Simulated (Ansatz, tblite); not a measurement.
# Al4Sb4 zinc blende hole disc (Al₄Sb₄H₁₆): spin states and exact exchange

Is the singlet the ground state of Al4Sb4 zinc blende hole disc (Al₄Sb₄H₁₆)? Other spin states are computed and compared level by level.

Method: as each input shows; program: Ansatz 0.2.0, Gaussian basis.

The runs, in order: triplet, at the geometry of the singlet (GFN1-xTB, GFN2-xTB, PBE0-D4/def2-SVP, PBE-D4/def2-SVP); the singlet's energies come from earlier runs.

5 further runs of the same task are left out: 3 that didn't finish, 2 set aside as unsound or not needed.

### Step 1. The structure

The singlet was relaxed beforehand with PBE-D4/def2-SVP.

24 atoms, charge 0, spin multiplicity 1.

Bond lengths: Al1–Sb5 2.730 Å, Al1–Sb7 2.730 Å, Al1–H9 1.601 Å, Al1–H10 1.601 Å, Al2–Sb6 2.730 Å, Al2–Sb8 2.730 Å, Al2–H11 1.601 Å, Al2–H12 1.601 Å, Al3–Sb5 2.730 Å, Al3–Sb6 2.730 Å, Al3–H13 1.601 Å, Al3–H14 1.601 Å, Al4–Sb7 2.730 Å, Al4–Sb8 2.730 Å, Al4–H15 1.601 Å, Al4–H16 1.601 Å, Sb5–H17 1.716 Å, Sb5–H18 1.716 Å and more. Angles: Sb5–Al1–Sb7 98.8°, Sb5–Al1–H9 108.6°, Sb5–Al1–H10 106.3°, Sb7–Al1–H9 108.5°, Sb7–Al1–H10 106.2°, H9–Al1–H10 125.3°, Sb6–Al2–Sb8 98.8°, Sb6–Al2–H11 108.6°, Sb6–Al2–H12 106.3°, Sb8–Al2–H11 108.5°, Sb8–Al2–H12 106.2°, H11–Al2–H12 125.3°, Sb5–Al3–Sb6 98.8°, Sb5–Al3–H13 108.4°, Sb5–Al3–H14 106.2°, Sb6–Al3–H13 108.6°, Sb6–Al3–H14 106.3°, H13–Al3–H14 125.3° and more.

Sb takes a core potential in the def2 sets. No spin-orbit coupling is included.

### Step 2. Triplet at the fixed geometry, GFN1-xTB

Tight binding, by tblite at 300 K electronic temperature and without a spin-polarisation term:

```python
tblite.interface.Calculator('GFN1-xTB', numbers, positions, charge=0, uhf=2).singlepoint()
```

Energy -646.3419 eV; 0.039 s.

### Step 3. Triplet at the fixed geometry, GFN2-xTB

Tight binding, by tblite at 300 K electronic temperature and without a spin-polarisation term:

```python
tblite.interface.Calculator('GFN2-xTB', numbers, positions, charge=0, uhf=2).singlepoint()
```

Energy -575.5328 eV; 0.1 s.

### Step 4. Triplet at the fixed geometry, PBE0-D4/def2-SVP

Input file in.yaml:

```yaml
crystal:
  periodic: [false, false, false]
  atoms:
    - {symbol: Al, position_ang: [-1.822372, 1.811370, -1.706302]}
    - {symbol: Al, position_ang: [1.822383, -1.816310, -1.706219]}
    - {symbol: Al, position_ang: [-1.815967, -1.824280, 1.705807]}
    - {symbol: Al, position_ang: [1.811565, 1.820581, 1.703692]}
    - {symbol: Sb, position_ang: [-2.931125, -0.005767, 0.002684]}
    - {symbol: Sb, position_ang: [0.005213, -2.930454, -0.000640]}
    - {symbol: Sb, position_ang: [-0.006456, 2.930641, -0.003097]}
    - {symbol: Sb, position_ang: [2.929560, 0.006917, -0.003049]}
    - {symbol: H, position_ang: [-2.926168, 2.913333, -2.067897]}
    - {symbol: H, position_ang: [-0.974122, 0.967123, -2.770142]}
    - {symbol: H, position_ang: [2.929636, -2.917103, -2.061699]}
    - {symbol: H, position_ang: [0.978284, -0.974003, -2.774684]}
    - {symbol: H, position_ang: [-2.919507, -2.928904, 2.060498]}
    - {symbol: H, position_ang: [-0.976045, -0.978305, 2.774720]}
    - {symbol: H, position_ang: [0.964455, 0.974695, 2.767234]}
    - {symbol: H, position_ang: [2.910708, 2.927136, 2.065657]}
    - {symbol: H, position_ang: [-4.084198, -0.861826, -0.936783]}
    - {symbol: H, position_ang: [-4.084048, 0.848246, 0.944017]}
    - {symbol: H, position_ang: [-0.847293, -4.084062, -0.942533]}
    - {symbol: H, position_ang: [0.861360, -4.082797, 0.939441]}
    - {symbol: H, position_ang: [0.847267, 4.082880, -0.945380]}
    - {symbol: H, position_ang: [-0.862781, 4.084000, 0.935553]}
    - {symbol: H, position_ang: [4.077918, 0.865991, -0.945217]}
    - {symbol: H, position_ang: [4.086833, -0.843002, 0.936637]}
basis:
  gaussian: {orbitals: def2-SVP}
magnetization: {spin_polarized: true, initial_magnetization: 2}
hamiltonian: {xc: pbe0, dispersion: d4}
scf: {omitted_lower_state_checks: [starts]}
output: {orbitals: {seedname: orbitals}}
```

Run with:

```console
> ansatz run in.yaml --threads 4 --pin off --events-out ev --progress --plain --max-ram 6963MiB
```

What it wrote:

```text
Functional definition: PBE0
  name "PBE0"
  cite "Adamo & Barone, J. Chem. Phys. 110, 6158 (1999) doi:10.1063/1.478522"
  cite "Perdew, Burke & Ernzerhof, Phys. Rev. Lett. 77, 3865 (1996) doi:10.1103/PhysRevLett.77.3865"
  parent pbe
  parameter a = 0.25
  parameter kappa = 0.804
  parameter beta = 0.06672455060314922
  exchange = (1 - a)*pbe_x(kappa = kappa, mu = beta*pi^2/3) + a*exact_x
  correlation = pbe_c(beta = beta)
these checks for a lower state are left out or cut short: starts
2792 factors; integrals over basis functions are off by at most 1.1e-3 eV
mean field evaluation 1: about -52772.0612 eV, gradient 1.4e1 eV
mean field evaluation 2: about -52772.9275 eV, gradient 9.8e0 eV
mean field evaluation 4: about -52773.6166 eV, gradient 2.5e0 eV
mean field evaluation 8: about -52773.8862 eV, gradient 1.1e-1 eV
mean field evaluation 16: about -52773.9729 eV, gradient 5.6e-1 eV
mean field -52774.11816741 eV, -1939.4130710701 hartree, gradient 6.3e-6 eV, S^2 2.005521; 0 other end points of the search recorded, 0 dependent functions left out
reference -52774.11823026 eV, -1939.4130733799 hartree; 81, 79 occupied and 175, 177 virtual orbitals, 2792 factors
Total energy: -52775.04299446 eV, -1939.4470578375 hartree
Checks for a lower state left out: starts
```

Wall time 56 s (4 threads of Arm Neoverse V1, shared host); peak memory 2 GiB.

From the report: HOMO -2.95 eV, LUMO -6.24 eV (over both spins; with the spin held, an empty level of the minority spin lies below the top filled one); ⟨S²⟩ 2.006 (pure: 2.00).

### Step 5. Triplet at the fixed geometry, PBE-D4/def2-SVP

start.molden holds the orbitals of an earlier run on this state, given as this run's starting guess.

Edit in.yaml of step 4 so:

```diff
@@ -28,5 +28,5 @@
 basis:
-  gaussian: {orbitals: def2-SVP}
+  gaussian: {orbitals: def2-SVP, initial_orbitals: start.molden}
 magnetization: {spin_polarized: true, initial_magnetization: 2}
-hamiltonian: {xc: pbe0, dispersion: d4}
+hamiltonian: {xc: pbe, dispersion: d4}
 scf: {omitted_lower_state_checks: [starts]}
```

The command is unchanged.

What it wrote:

```text
Functional definition: PBE
  name "PBE"
  cite "Perdew, Burke & Ernzerhof, Phys. Rev. Lett. 77, 3865 (1996) doi:10.1103/PhysRevLett.77.3865"
  parent pbe
  parameter kappa = 0.804
  parameter beta = 0.06672455060314922
  exchange = pbe_x(kappa = kappa, mu = beta*pi^2/3)
  correlation = pbe_c(beta = beta)
these checks for a lower state are left out or cut short: starts
2964 factors; their error is unknown
mean field evaluation 1: about -52769.4974 eV, gradient 5.7e0 eV
mean field evaluation 2: about -52769.7438 eV, gradient 3.3e-1 eV
mean field evaluation 4: about -52769.6781 eV, gradient 2.2e0 eV
mean field evaluation 8: about -52769.7733 eV, gradient 2.2e-2 eV
mean field evaluation 16: about -52769.7733 eV, gradient 1.7e-5 eV
mean field -52769.77329392 eV, -1939.2533999145 hartree, gradient 1.9e-6 eV, S^2 2.001565; 0 other end points of the search recorded, 0 dependent functions left out
reference -52769.77337817 eV, -1939.2534030109 hartree; 81, 79 occupied and 175, 177 virtual orbitals, 2964 factors
Total energy: -52770.79429781 eV, -1939.2909211155 hartree
Checks for a lower state left out: starts
```

Run time: 69 s. Hardware: 4 threads of Arm Neoverse V1, shared host; peak memory 1.4 GiB.

From the report: HOMO -2.32 eV, LUMO -6.61 eV (over both spins; with the spin held, an empty level of the minority spin lies below the top filled one); ⟨S²⟩ 2.002 (pure: 2.00).

### Step 6. Triplet less singlet, vertical

The singlet's energies are those of its earlier runs, whose logs aren't repeated here.

```tsv
level	triplet less singlet, vertical (kcal/mol)	time
GFN1-xTB	+84.1	0.071 s
GFN2-xTB	+61.9	0.13 s
PBE-D4/def2-SVP	+99.6	79 s
PBE0-D4/def2-SVP	+109.4	72 s
```

Times add the two runs; a level without a time comes out of a correlated run. Tight binding without a spin term can't rank spin states.

### Step 7. Results

| quantity | value |
| --- | --- |
| triplet less singlet, vertical, functionals in def2-SVP | +99.6 (PBE-D4) to +109.4 kcal/mol (PBE0-D4) |

All functionals put the triplet above the singlet, over a spread of 9.8 kcal/mol. The checks for a lower triplet were left out, so another state of that spin may lie lower. These are electronic energies, without zero-point motion, entropy or surroundings.
